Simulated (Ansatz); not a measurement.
# ClF2GeH: reaction (reductive elimination), part 2 of 2

Aim: the minimum-energy path and barrier of the reaction (reductive elimination). The ends are relaxed first, then joined by a nudged elastic band. Meant to form: H2–F3; to break: Ge1–H2, Ge1–F3. The start is a guess near the saddle point, from which both ends are pulled out.

Ansatz 0.2.0; RKS PBE/def2-SVP. Earlier steps stand in the parts before.

## Step 8: What the band shows

Images 0 and 10 are the ends. Energies count from image 0; the path length is the program's own measure over all atoms.

| image | path (Å) | energy (eV) | H2–F3 (Å) | Ge1–H2 (Å) | Ge1–F3 (Å) | band force (eV/Å) |
| --- | --- | --- | --- | --- | --- | --- |
| 0 | 0.000 | 0.0000 | 2.69 | 1.54 | 1.74 | - |
| 1 | 0.418 | 0.2765 | 2.30 | 1.53 | 1.74 | 0.003 |
| 2 | 0.837 | 1.2216 | 1.84 | 1.54 | 1.80 | 0.010 |
| 3* | 1.255 | 2.0137 | 1.38 | 1.63 | 1.97 | 0.018 |
| 4 | 1.689 | 1.1637 | 1.00 | 1.95 | 2.24 | 0.011 |
| 5 | 2.124 | 0.8402 | 0.94 | 2.50 | 2.44 | 0.004 |
| 6 | 2.558 | 0.7894 | 0.94 | 2.88 | 2.48 | 0.021 |
| 7 | 2.992 | 0.7617 | 0.94 | 2.92 | 2.48 | 0.006 |
| 8 | 3.427 | 0.6891 | 0.94 | 2.83 | 2.48 | 0.004 |
| 9 | 3.861 | 0.5591 | 0.95 | 2.60 | 2.46 | 0.007 |
| 10 | 4.296 | 0.4578 | 0.98 | 2.27 | 2.33 | - |

The star marks the climbing image.

image, energy (eV) and a bar:
```
        0      0.000 
        1      0.276 ####
        2      1.222 ##################
        3      2.014 ##############################
        4      1.164 #################
        5      0.840 #############
        6      0.789 ############
        7      0.762 ###########
        8      0.689 ##########
        9      0.559 ########
       10      0.458 #######
```

How the highest energy settled:

```csv
iteration,highest image above image 0 (eV),largest band force (eV/Å)
1,3.4426,12.162
3,2.0664,1.647
5,2.1655,4.947
7,2.1760,4.846
9,1.8203,1.551
11,1.6875,1.210
13,2.0463,0.758
15,2.0149,0.087
17,2.0138,0.051
18,2.0137,0.021
```

The band as a trajectory file:

```xyz
5
image=0 dE=0.0000
Ge    0.210   -0.045    0.241
H     0.186    0.002    1.777
F     1.849   -0.029   -0.340
F    -0.527    1.385   -0.421
Cl   -0.778   -1.754   -0.592
5
image=1 dE=0.2765
Ge    0.121   -0.051    0.251
H     0.460    0.030    1.742
F     1.823   -0.032   -0.113
F    -0.623    1.330   -0.512
Cl   -0.843   -1.719   -0.703
5
image=2 dE=1.2216
Ge   -0.030   -0.051    0.288
H     0.729    0.030    1.625
F     1.760   -0.018    0.107
F    -0.661    1.333   -0.574
Cl   -0.858   -1.735   -0.781
5
image=3 dE=2.0137
Ge   -0.233   -0.052    0.354
H     0.966    0.023    1.450
F     1.738    0.000    0.302
F    -0.677    1.345   -0.605
Cl   -0.855   -1.756   -0.837
5
image=4 dE=1.1637
Ge   -0.486   -0.060    0.412
H     1.244    0.032    1.315
F     1.751    0.029    0.458
F    -0.720    1.342   -0.631
Cl   -0.851   -1.783   -0.890
5
image=5 dE=0.8402
Ge   -0.721   -0.060    0.425
H     1.566    0.089    1.418
F     1.713    0.050    0.489
F    -0.779    1.284   -0.729
Cl   -0.839   -1.804   -0.937
5
image=6 dE=0.7894
Ge   -0.867   -0.094    0.425
H     1.819    0.323    1.381
F     1.609   -0.113    0.577
F    -0.745    1.251   -0.730
Cl   -0.877   -1.808   -0.988
5
image=7 dE=0.7617
Ge   -0.884   -0.288    0.528
H     1.838    0.621    1.064
F     1.596   -0.165    0.611
F    -0.801    1.202   -0.446
Cl   -0.810   -1.809   -1.091
5
image=8 dE=0.6891
Ge   -0.834   -0.435    0.651
H     1.707    0.800    0.668
F     1.627   -0.137    0.638
F    -0.744    1.141   -0.195
Cl   -0.817   -1.808   -1.096
5
image=9 dE=0.5591
Ge   -0.727   -0.530    0.776
H     1.435    0.839    0.338
F     1.675   -0.040    0.599
F    -0.597    1.095   -0.011
Cl   -0.847   -1.805   -1.037
5
image=10 dE=0.4578
Ge   -0.596   -0.565    0.868
H     1.114    0.757    0.173
F     1.639    0.013    0.534
F    -0.411    1.111    0.075
Cl   -0.807   -1.757   -0.986
```

## Step 9: Frequencies at the highest image

The geometry is the highest inner image of the first converged band.

File input.yaml:

```yaml
crystal:
  periodic: [false, false, false]
  atoms:
    - { symbol: Ge, position_ang: [-0.233365, -0.052238, 0.353645] }
    - { symbol: H, position_ang: [0.965921, 0.022614, 1.450127] }
    - { symbol: F, position_ang: [1.73842, 0.000262, 0.302465] }
    - { symbol: F, position_ang: [-0.67673, 1.344503, -0.604779] }
    - { symbol: Cl, position_ang: [-0.855145, -1.755741, -0.836657] }
basis:
  gaussian: { orbitals: def2-SVP }
hamiltonian:
  xc: pbe
phonons: {}
```

Command:

```bash
ansatz run input.yaml --threads 1 --pin off --max-ram 2048MiB --backend cpu --events-out ev --progress --plain --runs-dir out
```

What it wrote, cut to the lines that bear on the results:

```text
Warning: RAYON_NUM_THREADS=1 ignored (pool sized by the plan → 1); use --threads N
[...]
Functional definition: PBE
[...]
900 factors; their error is unknown
[...]
mean field -74457.71408685 eV, -2736.2705234403 hartree, gradient 3.7e-5 eV, S^2 0.000000; 0 other end points of the search recorded, 0 dependent functions left out
[...]
reference -74457.71411374 eV, -2736.2705244286 hartree; 34, 34 occupied and 49, 49 virtual orbitals, 900 factors
[...]
900 factors; their error is unknown
mean field -74457.71404550 eV, -2736.2705219210 hartree, gradient 2.5e-6 eV, S^2 0.000000; 0 other end points of the search recorded, 0 dependent functions left out
[...]
reference -74457.71407240 eV, -2736.2705229094 hartree; 34, 34 occupied and 49, 49 virtual orbitals, 900 factors
[...]
900 factors; their error is unknown
mean field -74457.71404655 eV, -2736.2705219594 hartree, gradient 1.0e-6 eV, S^2 0.000000; 0 other end points of the search recorded, 0 dependent functions left out
[...]
900 factors; their error is unknown
mean field -74457.71405554 eV, -2736.2705222899 hartree, gradient 1.5e-6 eV, S^2 0.000000; 0 other end points of the search recorded, 0 dependent functions left out
[...]
reference -74457.71408244 eV, -2736.2705232783 hartree; 34, 34 occupied and 49, 49 virtual orbitals, 900 factors
WARN: phonons: modes at or below zero, which the zero-point energy, F, S and C_V leave out: 1, the lowest at -1115.11 cm⁻¹. A minimum has none, and a first-order saddle one
Total energy: -74457.71411374 eV, -2736.2705244286 hartree
Atom 0 at    -0.233365    -0.052238     0.353645 Å, force    -0.000147    -0.017561     0.003633 eV/Å
Atom 1 at     0.965921     0.022614     1.450127 Å, force    -0.005829    -0.004197    -0.001480 eV/Å
Atom 2 at     1.738420     0.000262     0.302465 Å, force     0.011114     0.004892     0.000052 eV/Å
Atom 3 at    -0.676730     1.344503    -0.604779 Å, force    -0.004176     0.010257    -0.008450 eV/Å
Atom 4 at    -0.855145    -1.755741    -0.836657 Å, force    -0.000963     0.006610     0.006245 eV/Å
Dipole moment:    -0.109950    -0.083584     0.417653 e Å
Vibrations: -1115.11 131.91 178.89 202.54 413.68 546.39 559.67 693.84 1830.38 cm⁻¹, zero-point energy 0.282517 eV
```

It took 41 s on 1 thread of Arm Neoverse V1, shared host; peak memory 0.11 GiB.

Of 9 modes, 1 is imaginary by more than 30 cm⁻¹ (1115i cm⁻¹).

## Step 10: Dynamics from the top

It starts at the highest inner image of the first converged band: 200 steps of 0.5 fs at constant energy, with velocities drawn for 300 K.

Changes to input.yaml since step 9:

```diff
@@ -12,2 +12,8 @@
   xc: pbe
-phonons: {}
+md:
+  timestep: 0.5
+  n_steps: 200
+  ensemble: nve
+  temperature: 300.0
+  initial_velocities: maxwell_boltzmann
+  seed: 2199
```

Command:

```bash
ansatz run input.yaml --threads 1 --pin off --max-ram 2048MiB --backend cpu --events-out ev --progress --plain --runs-dir out
```

What it wrote, cut to the lines that bear on the results:

```text
Warning: RAYON_NUM_THREADS=1 ignored (pool sized by the plan → 1); use --threads N
[...]
[... 1 set-up line as earlier in the session ...]
[...]
900 factors; their error is unknown
[...]
mean field -74457.71408685 eV, -2736.2705234403 hartree, gradient 3.7e-5 eV, S^2 0.000000; 0 other end points of the search recorded, 0 dependent functions left out
[...]
reference -74457.71411374 eV, -2736.2705244286 hartree; 34, 34 occupied and 49, 49 virtual orbitals, 900 factors
md step     0: t =     0.00 fs  T =   300.0 K  F+E_penalty+E_count = -74457.71408685 eV  E_kin = 0.116334 eV  conserved = -74457.59775285 eV  (27 SCF iters)
[...]
md step    24: t =    12.00 fs  T =   173.5 K  F+E_penalty+E_count = -74457.66491285 eV  E_kin = 0.067263 eV  conserved = -74457.59764991 eV  (32 SCF iters)
[...]
md step    48: t =    24.00 fs  T =   272.8 K  F+E_penalty+E_count = -74457.70326279 eV  E_kin = 0.105778 eV  conserved = -74457.59748432 eV  (30 SCF iters)
[...]
md step    72: t =    36.00 fs  T =  2030.3 K  F+E_penalty+E_count = -74458.38467376 eV  E_kin = 0.787317 eV  conserved = -74457.59735639 eV  (26 SCF iters)
[...]
md step    96: t =    48.00 fs  T =  2996.3 K  F+E_penalty+E_count = -74458.76190346 eV  E_kin = 1.161917 eV  conserved = -74457.59998611 eV  (26 SCF iters)
md step    97: t =    48.50 fs  T =  3027.3 K  F+E_penalty+E_count = -74458.77438478 eV  E_kin = 1.173934 eV  conserved = -74457.60045108 eV  (25 SCF iters)
```

## Step 11: The log goes on: dynamics from the highest image of the converged band

The log, continued, cut to the lines that bear on the results:

```text
md step    98: t =    49.00 fs  T =  2978.2 K  F+E_penalty+E_count = -74458.75458350 eV  E_kin = 1.154896 eV  conserved = -74457.59968742 eV  (27 SCF iters)
[...]
md step   123: t =    61.50 fs  T =  2911.4 K  F+E_penalty+E_count = -74458.72830231 eV  E_kin = 1.128985 eV  conserved = -74457.59931770 eV  (25 SCF iters)
[...]
md step   148: t =    74.00 fs  T =  2839.4 K  F+E_penalty+E_count = -74458.70034723 eV  E_kin = 1.101054 eV  conserved = -74457.59929322 eV  (26 SCF iters)
[...]
md step   173: t =    86.50 fs  T =  2611.1 K  F+E_penalty+E_count = -74458.61185991 eV  E_kin = 1.012515 eV  conserved = -74457.59934504 eV  (26 SCF iters)
[...]
md step   198: t =    99.00 fs  T =  2313.7 K  F+E_penalty+E_count = -74458.49421525 eV  E_kin = 0.897209 eV  conserved = -74457.59700582 eV  (26 SCF iters)
md step   199: t =    99.50 fs  T =  2397.5 K  F+E_penalty+E_count = -74458.52739781 eV  E_kin = 0.929712 eV  conserved = -74457.59768543 eV  (26 SCF iters)
[...]
md step   200: t =   100.00 fs  T =  2503.5 K  F+E_penalty+E_count = -74458.56955094 eV  E_kin = 0.970826 eV  conserved = -74457.59872536 eV  (27 SCF iters)
Total energy: -74458.56957629 eV, -2736.3019620976 hartree
Atom 0 at    -0.722981    -0.097713     0.513155 Å, force     0.232766     0.591644    -0.663444 eV/Å
Atom 1 at     2.211563     0.776811     0.104605 Å, force     1.911766    -0.889722    -0.248419 eV/Å
Atom 2 at     3.065818     0.294028     0.085187 Å, force    -2.100696     0.992824     0.142374 eV/Å
Atom 3 at    -0.258095     1.125169    -0.749829 Å, force     0.054663    -0.255375     0.810255 eV/Å
Atom 4 at    -0.823173    -1.723906    -0.931022 Å, force    -0.098499    -0.439372    -0.040766 eV/Å
Dipole moment:    -0.464396     0.103592     0.455991 e Å
```

Run time: 6.4 min. Hardware: 1 thread of Arm Neoverse V1, shared host; peak memory 0.11 GiB.

## Step 12: Frames and traces

One step in 15; energies are changes from step 0:

```csv
time (fs),T (K),potential energy change (meV/atom),total energy change (meV/atom),H2–F3 (Å),Ge1–H2 (Å)
0.0,300,0.0,0.00,1.38,1.63
7.5,245,4.2,0.01,1.36,1.61
15.0,149,11.8,0.02,1.37,1.68
22.5,191,8.5,0.04,1.26,1.61
30.0,1406,-86.0,-0.23,0.98,1.88
37.5,2198,-147.1,0.08,1.03,2.55
45.0,2629,-180.5,0.10,1.02,3.10
52.5,2995,-209.5,-0.41,0.96,3.40
60.0,2928,-204.1,-0.28,0.90,3.54
67.5,2801,-193.7,0.34,0.89,3.52
75.0,2932,-204.6,-0.51,0.93,3.31
82.5,2601,-178.6,-0.17,0.99,2.95
90.0,2276,-153.0,0.19,1.02,2.77
97.5,2389,-162.0,0.05,1.00,2.96
100.0,2504,-171.1,-0.19,0.98,3.09
```

time (fs), T (K) and a bar:
```
      0.0        300 #
      4.5        243 #
      8.5        241 #
     13.0        157 
     17.5        166 
     21.5        169 
     26.0        504 ####
     30.5       1470 ##############
     35.0       2116 ####################
     39.0       2648 ##########################
     43.5       2886 ############################
     48.0       2996 ##############################
     52.0       3035 ##############################
     56.5       2943 #############################
     61.0       2993 ##############################
     65.0       2854 ############################
     69.5       2992 ##############################
     74.0       2839 ############################
     78.5       2849 ############################
     82.5       2601 #########################
     87.0       2662 ##########################
     91.5       2558 #########################
     95.5       2628 ##########################
    100.0       2504 ########################
```

Bonds that form or break, judged by distance (formed within 1.15 times the sum of covalent radii and held on average over 12 fs, broken when stretched by half; pairs already stretched at the start don't count as bonds):

```csv
time (fs),bond,event
30.0,H2–F3,forms
34.5,Ge1–H2,breaks
59.5,Ge1–F3,breaks
```

The last frame stands with the bonds of end B.

## Step 13: A trajectory let go at the top

It starts at the highest inner image of the first converged band: 200 steps of 0.5 fs at constant energy, with velocities drawn for 100 K.

Changes to input.yaml since step 10:

```diff
@@ -16,4 +16,4 @@
   ensemble: nve
-  temperature: 300.0
+  temperature: 100.0
   initial_velocities: maxwell_boltzmann
-  seed: 2199
+  seed: 2200
```

Command:

```bash
ansatz run input.yaml --threads 1 --pin off --max-ram 2048MiB --backend cpu --events-out ev --progress --plain --runs-dir out
```

What it wrote, cut to the lines that bear on the results:

```text
Warning: RAYON_NUM_THREADS=1 ignored (pool sized by the plan → 1); use --threads N
[...]
[... 1 set-up line as earlier in the session ...]
[...]
900 factors; their error is unknown
[...]
mean field -74457.71408685 eV, -2736.2705234403 hartree, gradient 3.7e-5 eV, S^2 0.000000; 0 other end points of the search recorded, 0 dependent functions left out
[...]
reference -74457.71411374 eV, -2736.2705244286 hartree; 34, 34 occupied and 49, 49 virtual orbitals, 900 factors
md step     0: t =     0.00 fs  T =   100.0 K  F+E_penalty+E_count = -74457.71408685 eV  E_kin = 0.038778 eV  conserved = -74457.67530885 eV  (27 SCF iters)
[...]
md step    24: t =    12.00 fs  T =   425.1 K  F+E_penalty+E_count = -74457.83985557 eV  E_kin = 0.164856 eV  conserved = -74457.67499926 eV  (29 SCF iters)
[...]
md step    48: t =    24.00 fs  T =  2265.0 K  F+E_penalty+E_count = -74458.55527515 eV  E_kin = 0.878329 eV  conserved = -74457.67694581 eV  (24 SCF iters)
[...]
md step    72: t =    36.00 fs  T =  2422.0 K  F+E_penalty+E_count = -74458.61256314 eV  E_kin = 0.939185 eV  conserved = -74457.67337853 eV  (25 SCF iters)
[...]
md step    96: t =    48.00 fs  T =  2416.8 K  F+E_penalty+E_count = -74458.61165468 eV  E_kin = 0.937182 eV  conserved = -74457.67447232 eV  (27 SCF iters)
md step    97: t =    48.50 fs  T =  2347.3 K  F+E_penalty+E_count = -74458.58423260 eV  E_kin = 0.910241 eV  conserved = -74457.67399117 eV  (26 SCF iters)
```

## Step 14: More of the same log: dynamics from the highest image of the converged band

Output, continued, cut to the lines that bear on the results:

```text
md step    98: t =    49.00 fs  T =  2360.0 K  F+E_penalty+E_count = -74458.58921844 eV  E_kin = 0.915180 eV  conserved = -74457.67403867 eV  (27 SCF iters)
[...]
md step   123: t =    61.50 fs  T =  2378.6 K  F+E_penalty+E_count = -74458.59481592 eV  E_kin = 0.922364 eV  conserved = -74457.67245233 eV  (24 SCF iters)
[...]
md step   148: t =    74.00 fs  T =  2264.5 K  F+E_penalty+E_count = -74458.55269298 eV  E_kin = 0.878124 eV  conserved = -74457.67456897 eV  (27 SCF iters)
[...]
md step   173: t =    86.50 fs  T =  2276.7 K  F+E_penalty+E_count = -74458.56202010 eV  E_kin = 0.882865 eV  conserved = -74457.67915510 eV  (27 SCF iters)
[...]
md step   198: t =    99.00 fs  T =  1977.2 K  F+E_penalty+E_count = -74458.44385602 eV  E_kin = 0.766727 eV  conserved = -74457.67712950 eV  (27 SCF iters)
md step   199: t =    99.50 fs  T =  1826.6 K  F+E_penalty+E_count = -74458.38382108 eV  E_kin = 0.708311 eV  conserved = -74457.67551003 eV  (27 SCF iters)
[...]
md step   200: t =   100.00 fs  T =  1694.4 K  F+E_penalty+E_count = -74458.33147317 eV  E_kin = 0.657049 eV  conserved = -74457.67442439 eV  (27 SCF iters)
Total energy: -74458.33149895 eV, -2736.2932129165 hartree
Atom 0 at    -0.772850    -0.085647     0.484853 Å, force     0.165895     1.243933    -0.448244 eV/Å
Atom 1 at     2.494275     0.333024    -0.006675 Å, force     3.375691    -0.421187     0.748156 eV/Å
Atom 2 at     3.469157     0.183580     0.248346 Å, force    -3.420300     0.474650    -0.817990 eV/Å
Atom 3 at    -0.433461     1.166273    -0.799913 Å, force    -0.047519    -0.447851     0.912802 eV/Å
Atom 4 at    -0.851217    -1.698845    -0.930473 Å, force    -0.073766    -0.849544    -0.394725 eV/Å
Dipole moment:    -0.490508    -0.037092     0.341804 e Å
```

It took 6.1 min on 1 thread of Arm Neoverse V1, shared host; peak memory 0.11 GiB.

## Step 15: Frames and traces

One step in 8; energies are changes from step 0:

```csv
time (fs),T (K),potential energy change (meV/atom),total energy change (meV/atom),H2–F3 (Å),Ge1–H2 (Å)
0.0,100,0.0,0.00,1.38,1.63
4.0,80,1.6,0.01,1.37,1.66
8.0,121,-1.6,0.02,1.30,1.66
12.0,425,-25.2,0.06,1.16,1.68
16.0,1028,-72.1,-0.11,0.93,1.83
20.0,1820,-133.7,-0.32,1.01,2.17
24.0,2265,-168.2,-0.33,1.00,2.47
28.0,2582,-193.1,-0.64,0.91,2.74
32.0,2315,-171.7,0.12,1.03,3.06
36.0,2422,-179.7,0.39,0.87,3.16
40.0,2269,-167.9,0.27,1.04,3.49
44.0,2442,-181.2,0.42,0.87,3.50
48.0,2417,-179.5,0.17,1.02,3.78
52.0,2734,-204.8,-0.51,0.89,3.77
56.0,2607,-194.6,-0.13,1.00,3.95
60.0,2781,-208.8,-0.85,0.93,3.93
64.0,2641,-197.7,-0.57,0.97,3.94
68.0,2599,-194.3,-0.51,0.97,3.90
72.0,2713,-203.5,-0.85,0.93,3.76
76.0,2401,-178.5,-0.07,1.01,3.69
80.0,2436,-181.5,-0.32,0.89,3.53
84.0,1969,-144.8,0.21,1.03,3.41
88.0,1883,-137.7,0.57,0.86,3.40
92.0,1647,-119.7,0.28,1.03,3.27
96.0,1726,-125.7,0.37,0.86,3.41
100.0,1694,-123.5,0.18,1.02,3.33
```

time (fs), T (K) and a bar:
```
      0.0        100 
      4.5         79 
      8.5        137 #
     13.0        602 ######
     17.5       1276 ##############
     21.5       1658 ##################
     26.0       2328 #########################
     30.5       2247 #########################
     35.0       2487 ###########################
     39.0       2417 ##########################
     43.5       2596 ############################
     48.0       2417 ##########################
     52.0       2734 ##############################
     56.5       2447 ###########################
     61.0       2511 ###########################
     65.0       2319 #########################
     69.5       2525 ############################
     74.0       2264 #########################
     78.5       2395 ##########################
     82.5       2124 #######################
     87.0       2091 #######################
     91.5       1716 ###################
     95.5       1903 #####################
    100.0       1694 ##################
```

Bonds that form or break, judged by distance (formed within 1.15 times the sum of covalent radii and held on average over 12 fs, broken when stretched by half; pairs already stretched at the start don't count as bonds):

```csv
time (fs),bond,event
15.5,H2–F3,forms
21.5,Ge1–H2,breaks
44.0,Ge1–F3,breaks
```

The last frame stands with the bonds of end B.

## Step 16: Summary of results

This closing draws on all 2 parts.

| quantity | value |
| --- | --- |
| end A | 5 moves, 0.436 eV lower |
| end B | 23 moves, 0.422 eV lower |
| barrier forwards | 2.01 eV |
| barrier backwards | 1.56 eV |
| second end relative to first | +0.458 eV |
| highest image | 3 of 0 to 10, climbing |
| band iterations | 18 |
| pieces at the ends | ClF2GeH → ClFGe + FH |
| imaginary modes at the top | 1115i cm⁻¹ |
| trajectory at 300 K, after 100 fs | with the bonds of end B, at 2504 K |
| trajectory at 100 K, after 100 fs | with the bonds of end B, at 1694 K |

Along this path the system climbs 2.01 eV from the first end (78 kT at 300 K), which at an assumed attempt frequency of 10^13 s⁻¹ means a rate near 10^-21 s⁻¹. Going back costs 1.56 eV, since the second end is 0.46 eV above the first. By distance, end A alone has Ge1–H2, Ge1–F3 and end B alone has H2–F3. One imaginary mode, as a first-order saddle point has. Zero-point energy and entropy are left out. Semilocal functionals tend to give barriers that are too low.
